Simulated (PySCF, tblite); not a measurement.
**C₅H₁₀AlBO: geometry, infrared bands and NMR shifts**

Aim: predict the infrared bands and NMR shifts of C₅H₁₀AlBO (`C[O][AlH][C@@H]1BC=CC1`).

Programs: tblite 0.8.0 and PySCF 2.14.0, with density-fitted response routines of our own. Each step states its level of theory. These are calculated values for one molecule in the gas phase, unless marked as measured. Atoms count from 0, in the outputs and in this text.

## 1. Starting geometry

18 atoms, charge 0, multiplicity 1; geometry from: force field or distance geometry start.

Bonds of the start (Å): C0–O1 1.42, O1–Al2 1.85, Al2–C3 2.01, C3–B4 1.60, B4–C5 1.54, C5–C6 1.33, C6–C7 1.50, C7–C3 1.53, C0–H8 1.11, C0–H9 1.12, C0–H10 1.11, Al2–H11 1.59, C3–H12 1.11, B4–H13 1.17, C5–H14 1.08, C6–H15 1.08, C7–H16 1.11, C7–H17 1.11.

## 2. Relaxing the molecule with GFN2-xTB

Job settings and geometry (Å):

```
{"job": {"kind": "relax", "xc": "GFN2-xTB", "basis": "xTB"}, "charge": 0, "multiplicity": 1}
C      2.577100    -0.850300    -0.518300
O      2.226200     0.349500    -1.186900
Al     1.254100     1.419800    -0.032800
C     -0.738500     1.168700     0.107300
B     -1.080300     0.575800     1.550700
C     -1.796200    -0.767200     1.314500
C     -1.886900    -0.985800     0.010500
C     -1.298200     0.101100    -0.841800
H      3.158300    -1.485200    -1.213200
H      1.654700    -1.422100    -0.224300
H      3.206100    -0.651700     0.369500
H      1.985300     2.445600     0.936500
H     -1.260700     2.134700    -0.017200
H     -0.847700     1.081900     2.583900
H     -2.165900    -1.427600     2.087200
H     -2.361500    -1.876300    -0.380800
H     -2.106400     0.538700    -1.473000
H     -0.528200    -0.343200    -1.510000
```

Command:

```
OMP_NUM_THREADS=1 python probes_run.py task.json out
```

The driver reads the jobs from task.json and runs them one after another.

**Question.** This job is followed by: GFN2-xTB harmonic vibrations, gas phase; GIAO PBE0/pcSseg-1 NMR shielding, non-relativistic, gas phase. What will the session give for the following? strongest single infrared mode (GFN2-xTB); zero-point energy (GFN2-xTB); 13C shifts against TMS (PBE0/pcSseg-1); 1H shifts against TMS (PBE0/pcSseg-1, means over atoms taken as alike); 17O shifts against H2O (PBE0/pcSseg-1); 27Al shifts against AlH4- (PBE0/pcSseg-1); 11B shifts against BF3·OEt2 (PBE0/pcSseg-1); surface potential, 1st and 99th percentile.

The runs gave:

| quantity | value |
| --- | --- |
| strongest single infrared mode (GFN2-xTB) | 1849 cm⁻¹, 430 km/mol |
| zero-point energy (GFN2-xTB) | 84.4 kcal/mol |
| 13C shifts against TMS (PBE0/pcSseg-1) | 181.0, 151.4, 86.9, 57.7, 48.2 ppm |
| 1H shifts against TMS (PBE0/pcSseg-1, means over atoms taken as alike) | 8.45, 7.31, 7.26, 4.36, 4.27, 4.13, 3.29, 2.89 ppm |
| 17O shifts against H2O (PBE0/pcSseg-1) | 63.3 ppm |
| 27Al shifts against AlH4- (PBE0/pcSseg-1) | 102.3 ppm |
| 11B shifts against BF3·OEt2 (PBE0/pcSseg-1) | 62.4 ppm |
| surface potential, 1st and 99th percentile | -0.68 V and 1.95 V |

**Reading.** Relaxing lowered the energy by 1.088 eV in 120 steps; the close pair that moved most is Al2–B4, from 2.944 to 2.472 Å. No mode is imaginary among the 48: a minimum at this level. The strongest single mode, at 1849 cm⁻¹, moves mainly H11. GFN2-xTB is a fitted tight-binding method: band positions and strengths are rough. Its intensities can rank the bands wrongly. At PBE0/pcSseg-1: Shielding is most anisotropic at C6 (span 262 ppm, paramagnetic term -250 ppm). By nearest atom (PBE0/pcSseg-1), the HOMO sits on C3 32 %; H11 14 % and the LUMO on B4 24 %; Al2 20 %.
